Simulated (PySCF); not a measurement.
# C5H4O3 (3-furoic acid): the cost of one run

Programs: PySCF 2.14.0, with routines of our own; each step states its level. All values are computed. Atoms count from 0.

## (1) The system as given

12 atoms, charge 0, multiplicity 1; geometry from: GFN2-xTB.

## (2) Relaxing the molecule at PBE0-D3(BJ)/def2-SVP

What the job is given:

```
{"job": {"xc": "PBE0", "basis": "def2-SVP", "d3": "d3bj", "grid": 2, "kind": "geom"}, "charge": 0, "multiplicity": 1}
O      2.172967    -1.223298     0.653736
C      1.572328    -0.340459     0.093577
O      2.192404     0.610358    -0.622882
C      0.119418    -0.174883     0.108638
C     -0.660955     0.835882    -0.524956
C     -1.950118     0.551556    -0.211282
O     -2.022562    -0.549533     0.562157
C     -0.780785    -0.985294     0.754025
H      3.150201     0.460117    -0.604890
H     -0.288731     1.642374    -1.120596
H     -2.872659     1.034892    -0.464589
H     -0.630311    -1.862398     1.351036
```

On the command line:

```bash
$ OMP_NUM_THREADS=1 python excited_run.py task.json out
```

The driver reads the jobs from task.json and runs them one after another.

Q: Estimate the wall time and peak memory of this first job on 1 thread of Intel Xeon Platinum 8488C, shared host.

About 58 s, with a peak of 0.72 GiB.
